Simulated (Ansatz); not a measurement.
## C₄HNSe, SMILES C#CC(=[Se])C#N: harmonic frequencies at the relaxed geometry, step by step

Computed with Ansatz 0.2.0 through its Python package.

`c4hnse.xyz`
```text
7

C    -1.93760    0.29350   -0.17290
C    -0.78640   -0.02430   -0.00900
C     0.58420   -0.40340    0.18650
Se    0.95830   -2.16860    0.94890
C     1.63940    0.50070   -0.17330
N     2.49030    1.22940   -0.46330
H    -2.94830    0.57260   -0.31690
```

Run as a notebook:

```python
import warnings

import ansatz as az
import numpy as np
```

```python
warnings.simplefilter("ignore", az.DeckWarning)
```

```python
system = az.Crystal.molecule_from_extxyz("c4hnse.xyz")
```

```python
model = system.calculation()
model = model.basis(gaussian="def2-SVP").functional("pbe0")
symbols = [site.symbol for site in system.cartesian_sites]
start = np.array([site.position_ang for site in system.cartesian_sites], dtype=float)
rep = model.relax(force_tolerance=0.003, max_steps=100).run().report
end = np.array(rep["positions_ang"])
```

```python
print("final positions (A) and the move of each atom")
for symbol, xyz, old in zip(symbols, end, start):
    print(f"{symbol:2s} {xyz[0]:10.5f} {xyz[1]:10.5f} {xyz[2]:10.5f}   {np.linalg.norm(xyz - old):7.4f}")
```

    final positions (A) and the move of each atom
    C    -1.91090    0.30346   -0.17650    0.0287
    C    -0.76506   -0.05916    0.00644    0.0437
    C     0.57055   -0.47175    0.21534    0.0754
    Se    1.00873   -2.05324    0.90097    0.1347
    C     1.59486    0.45745   -0.15599    0.0645
    N     2.42958    1.20675   -0.45521    0.0653
    H    -2.92787    0.61640   -0.33506    0.0516

```python
# same settings at the minimum
minimum = az.Crystal.molecule()
for symbol, place in zip(symbols, end):
    minimum = minimum.atom(symbol, place.tolist())
vibrating = (
    minimum.calculation()
    .basis(gaussian="def2-SVP")
    .functional("pbe0")
    .phonons(temperatures=(298.15, 498.15, 100))
)
vib = vibrating.run().report["vibrations"]
sums = vib["harmonic_sums"]
modes = [m["omega_inv_cm"] for m in sums["modes_at_gamma"] if m["rigid_motion"] == "no"]
for number, w in enumerate(modes, start=1):
    print(f"mode {number:2d} {w:9.1f} 1/cm {w / 8065.544 * 1000:8.2f} meV")
print("imaginary modes:", sum(w < 0 for w in modes), " zero-point energy:", round(sums["zero_point_energy_ev"], 4), "eV")
print("T (K)   F_vib (eV)   S_vib (meV/K)   C_vib (meV/K)")
for row in zip(sums["temperatures_k"], sums["vibrational_free_energy_ev"], vib["entropy_ev_per_k"], vib["heat_capacity_ev_per_k"]):
    print(f"{row[0]:6.1f} {row[1]:11.4f} {1000 * row[2]:13.4f} {1000 * row[3]:15.4f}")
```

    mode  1     127.2 1/cm    15.77 meV
    mode  2     178.4 1/cm    22.12 meV
    mode  3     203.1 1/cm    25.18 meV
    mode  4     376.4 1/cm    46.67 meV
    mode  5     456.4 1/cm    56.59 meV
    mode  6     503.6 1/cm    62.44 meV
    mode  7     619.6 1/cm    76.82 meV
    mode  8     655.5 1/cm    81.27 meV
    mode  9     691.2 1/cm    85.70 meV
    mode 10     730.6 1/cm    90.58 meV
    mode 11    1129.5 1/cm   140.04 meV
    mode 12    1229.1 1/cm   152.39 meV
    mode 13    2208.3 1/cm   273.79 meV
    mode 14    2365.9 1/cm   293.33 meV
    mode 15    3479.5 1/cm   431.41 meV
    imaginary modes: 0  zero-point energy: 0.927 eV
    T (K)   F_vib (eV)   S_vib (meV/K)   C_vib (meV/K)
     298.1      0.8666        0.4935          0.5948
     398.1      0.8075        0.6843          0.7230
     498.1      0.7303        0.8566          0.8139

The frequencies are harmonic and unscaled, in a modest basis. The result belongs to the one conformer reached from this start, and soft torsions count as harmonic oscillators. Hardware and time: 3.3 min on 1 thread of Arm Neoverse V2 (shared host), peak memory 0.33 GiB.
